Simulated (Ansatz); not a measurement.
# ClGaH2: the cost of one run

Method: RKS PBE/def2-SVPD, in Ansatz 0.2.0.

**1. Starting point**

Bond lengths: Ga1–H2 1.570 Å, Ga1–Cl3 2.240 Å, Ga1–H4 1.570 Å. Angles: H2–Ga1–Cl3 120.0°, H2–Ga1–H4 120.0°, Cl3–Ga1–H4 120.0°.

Structure file:

```xyz
4

Ga    0.0000    0.0000    0.0000
H     0.0000    0.0000    1.5700
Cl    1.9398    0.0000   -1.1200
H    -1.3596    0.0000   -0.7850
```

**2. Preparing the start**

input.yaml

```yaml
crystal:
  periodic: [false, false, false]
  atoms:
    - { symbol: Ga, position_ang: [0.0, 0.0, 0.0] }
    - { symbol: H, position_ang: [0.0, 0.0, 1.57] }
    - { symbol: Cl, position_ang: [1.9398, 0.0, -1.12] }
    - { symbol: H, position_ang: [-1.3596, 0.0, -0.785] }
basis:
  gaussian: { orbitals: def2-SVPD }
hamiltonian:
  xc: pbe
relax:
  f_tol: 0.02
  max_steps: 40
```

On the command line:

```console
$ ansatz run input.yaml --threads 1 --pin off --max-ram 2048MiB --backend cpu --events-out ev --progress --plain --runs-dir out
```

**Question.** How long does this run take on 1 thread of Arm Neoverse V1, shared host, and how much memory does it need?

About 8.7 s, with a peak of 0.14 GiB.
